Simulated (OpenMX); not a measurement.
TiSn:

```
Ti Sn
1.0
     0.00000    2.80055    2.80055
     2.80055    0.00000    2.80055
     2.80055    2.80055    0.00000
Ti Sn
1 1
Direct
  0.00000 0.00000 0.00000
  0.50000 0.50000 0.50000
```

The cell was built by a generator and needn't be a form met in nature.

Base run:

| Quantity | Value |
| --- | --- |
| Program | OpenMX 3.8.5 |
| Functional | PBE |
| Potentials or basis | OpenMX 2013 PBE set, Ti7.0-s3p2d2, Sn7.0-s3p2d2, grid cutoff 500 Ry |
| k mesh | 7 × 7 × 7 |
| Occupations | fermi-dirac, width 0.05 eV |
| Spin | no spin polarisation |

Its results: band gap on the k mesh none (metal or under the smearing width); pressure 0.9 GPa.

Problem. The run is repeated on the same cell with these changes: dispersion from none to D4. What comes out?

Solution. Band gap on the k mesh none (metal or under the smearing width); pressure -1.4 GPa.

Dispersion adds attraction, which lowers the pressure at fixed volume and, as a term added to the energy, leaves the levels alone.

Caveats: the basis of atomic orbitals isn't converged, which shifts pressures, moduli and gaps; pairwise dispersion overbinds metals, which lowers pressure and volume (some runs).
